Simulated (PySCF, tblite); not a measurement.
# C₆H₁₀OSSi: geometry, infrared bands and NMR shifts

Aim: predict the infrared bands and NMR shifts of C₆H₁₀OSSi (`C=C[Si@@H]1C[C@](C)(C=O)S1`).

The runs use tblite 0.8.0 and PySCF 2.14.0, with density-fitted response routines of our own; the level of theory stands in each step. All values are computed, except where a source is named. Atoms count from 0, in the outputs and in this text.

## (1) Starting geometry

19 atoms, charge 0, multiplicity 1; geometry from: force field or distance geometry start.

Bonds of the start (Å): C0–C1 1.33, C1–Si2 1.80, Si2–C3 1.86, C3–C4 1.49, C4–C5 1.52, C4–C6 1.51, C6–O7 1.23, C4–S8 1.82, S8–Si2 2.15, C0–H9 1.07, C0–H10 1.10, C1–H11 1.09, Si2–H12 1.48, C3–H13 1.13, C3–H14 1.11, C5–H15 1.08, C5–H16 1.11, C5–H17 1.13, C6–H18 1.10.

## (2) Geometry optimisation with GFN2-xTB

What the job is given:

```
{"job": {"kind": "relax", "xc": "GFN2-xTB", "basis": "xTB"}, "charge": 0, "multiplicity": 1}
C      3.185100    -0.103400     0.030800
C      2.565500     0.849900     0.723800
Si     0.784300     0.979900     0.984000
C     -0.207200    -0.553400     0.654500
C     -1.196700    -0.056400    -0.345800
C     -2.550100     0.152100     0.305800
C     -1.253600    -0.900700    -1.592100
O     -0.978300    -0.390600    -2.681200
S     -0.362900     1.505300    -0.751700
H      4.248800    -0.162700    -0.097100
H      2.518900    -0.852300    -0.430400
H      3.214700     1.591500     1.195700
H      0.335300     1.684500     2.207200
H      0.417400    -1.376100     0.189700
H     -0.675500    -0.945600     1.586800
H     -3.367500     0.207000    -0.402700
H     -2.481800     1.065600     0.939300
H     -2.671900    -0.727600     1.002000
H     -1.534200    -1.957800    -1.506400
```

On the command line:

```
OMP_NUM_THREADS=1 python probes_run.py task.json out
```

This one command runs all jobs of the session in turn.

**Question.** This job is followed by: GFN2-xTB harmonic vibrations, gas phase; GIAO PBE0/pcSseg-1 NMR shielding, non-relativistic, gas phase. What will the session give for the following? strongest single infrared mode (GFN2-xTB); zero-point energy (GFN2-xTB); ¹³C shifts against TMS (PBE0/pcSseg-1); ¹H shifts against TMS (PBE0/pcSseg-1, means over atoms taken as alike); ²⁹Si shifts against TMS (PBE0/pcSseg-1); ¹⁷O shifts against H2O (PBE0/pcSseg-1); ³³S shifts against CS2 (PBE0/pcSseg-1); surface potential, 1st and 99th percentile.

The runs gave:

| quantity | value |
| --- | --- |
| strongest single infrared mode (GFN2-xTB) | 1747 cm⁻¹, 303 km/mol |
| zero-point energy (GFN2-xTB) | 89.1 kcal/mol |
| ¹³C shifts against TMS (PBE0/pcSseg-1) | 194.4, 156.6, 137.0, 56.7, 28.9, 21.0 ppm |
| ¹H shifts against TMS (PBE0/pcSseg-1, means over atoms taken as alike) | 9.13, 7.48, 7.12, 6.38, 5.48, 2.78, 1.69, 1.68 ppm |
| ²⁹Si shifts against TMS (PBE0/pcSseg-1) | -30.3 ppm |
| ¹⁷O shifts against H2O (PBE0/pcSseg-1) | 550.1 ppm |
| ³³S shifts against CS2 (PBE0/pcSseg-1) | 30 ppm |
| surface potential, 1st and 99th percentile | -1.44 V and 1.20 V |

In words: The optimisation took 193 steps and gained 0.875 eV; among the close pairs (by a distance rule), C1–Si2 changed most, from 1.805 to 1.876 Å. No mode is imaginary among the 51: a minimum at this level. The strongest single mode, at 1747 cm⁻¹, moves mainly C6 and O7. Unscaled tight-binding wavenumbers are off by several per cent, some by more. Its intensities can rank the bands wrongly. C6 (aldehyde carbonyl carbon) lies farthest downfield among carbon, at 194.4 ppm; the double bond to the heteroatom, with no lone-pair donor beside it, deshields it most. H18 (hydrogen on an aldehyde carbonyl carbon) lies farthest downfield among hydrogen, at 9.13 ppm; the formyl region, downfield of aromatic protons. At PBE0/pcSseg-1: Shielding is most anisotropic at O7 (span 1030 ppm, paramagnetic term -617 ppm). By nearest atom (PBE0/pcSseg-1), the HOMO sits on S8 63 %; O7 12 % and the LUMO on C0 18 %; Si2 16 %.
